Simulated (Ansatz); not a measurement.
This was printed by a script on the Python package of Ansatz (0.2.0), for a geometry optimisation of C₂H₂F₄O, SMILES FC(F)OC(F)F. What did the script look like? Use: PBE0, cc-pVDZ basis, multiplicity 1.

```console
$ python opt_c2h2f4o.py
step   1  E = -15006.751068 eV  largest force component 1.8125 eV/A
step   2  E = -15006.988858 eV  largest force component 0.8944 eV/A
step   3  E = -15006.907487 eV  largest force component 2.4645 eV/A
step   4  E = -15007.050556 eV  largest force component 0.1160 eV/A
step   5  E = -15007.052146 eV  largest force component 0.0519 eV/A
step   6  E = -15007.053647 eV  largest force component 0.0623 eV/A
step   7  E = -15007.054499 eV  largest force component 0.0086 eV/A
step   8  E = -15007.054539 eV  largest force component 0.0012 eV/A
converged              True
free_energy_ev         -15007.054552271818
reference_energy_ev    -15007.054552271818
n_frozen               0
n_occupied             [29, 29]
n_virtual              [79, 79]
pair        before    after (A)
F0-C1        1.3847   1.3456
C1-F2        1.3815   1.3340
C1-O3        1.4126   1.3737
C1-H7        1.1133   1.1051
O3-C4        1.4126   1.3737
C4-F5        1.3815   1.3340
C4-F6        1.3847   1.3456
C4-H8        1.1133   1.1051
```

The script that was run (others could print the same):

The script, `opt_c2h2f4o.py`:
```python
# -*- coding: utf-8 -*-
import itertools

import ansatz as az
from ase.data import atomic_numbers, covalent_radii
import numpy as np
from rdkit import Chem
from rdkit.Chem import AllChem


def main():
    rd = Chem.AddHs(Chem.MolFromSmiles("FC(F)OC(F)F"))
    AllChem.EmbedMolecule(rd, randomSeed=905)
    AllChem.UFFOptimizeMolecule(rd)
    geometry = az.Crystal.molecule()
    for atom, xyz in zip(rd.GetAtoms(), rd.GetConformer().GetPositions()):
        geometry = geometry.atom(atom.GetSymbol(), xyz.round(5).tolist())

    model = (
        geometry.calculation()
        .basis(gaussian="cc-pVDZ")
        .functional("pbe0")
    )
    symbols = [site.symbol for site in geometry.cartesian_sites]
    start = np.array([site.position_ang for site in geometry.cartesian_sites], dtype=float)
    def progress(event):
        if event["event"] == "relax_step":
            row = event["data"]
            print(f"step {row['step']:3d}  E = {row['lagrangian_ev']:.6f} eV  largest force component {row['allowed_force_max_ev_ang']:.4f} eV/A")


    data = model.relax(force_tolerance=0.005, max_steps=100).session().plan().execute(on_event=progress).report
    end = np.array(data["positions_ang"])

    for key in ("converged", "free_energy_ev", "reference_energy_ev", "n_frozen", "n_occupied", "n_virtual"):
        print(f"{key:22s} {data[key]}")

    radius = [covalent_radii[atomic_numbers[s]] for s in symbols]
    span = lambda where, i, j: np.linalg.norm(where[i] - where[j])
    bonded = [(i, j) for i, j in itertools.combinations(range(len(symbols)), 2) if min(span(start, i, j), span(end, i, j)) < 1.2 * (radius[i] + radius[j])]
    print("pair        before    after (A)")
    for i, j in bonded:
        print(f"{symbols[i]}{i}-{symbols[j]}{j}".ljust(10), f"{span(start, i, j):8.4f} {span(end, i, j):8.4f}")
    with open("c2h2f4o_opt.xyz", "w") as handle:
        handle.write(f"{len(symbols)}\nrelaxed C2H2F4O\n")
        handle.writelines(f"{s:2s} {x:11.6f} {y:11.6f} {z:11.6f}\n" for s, (x, y, z) in zip(symbols, end))


if __name__ == "__main__":
    main()
```

Reading the output:
- Total energies depend on the basis set; only differences at equal settings carry meaning.
- The end point is the stationary point reached from this start; no frequency run checks that it is a minimum, and the basis set is modest.
- Timing: 40 s on 1 thread of Intel(R) Xeon(R) 6975P-C (Granite Rapids) (shared host), peak memory 0.37 GiB.

(A comment or docstring line of the script was reworded after the run, the code is as it ran; lines on the test bed's own set-up are left out of the output.)
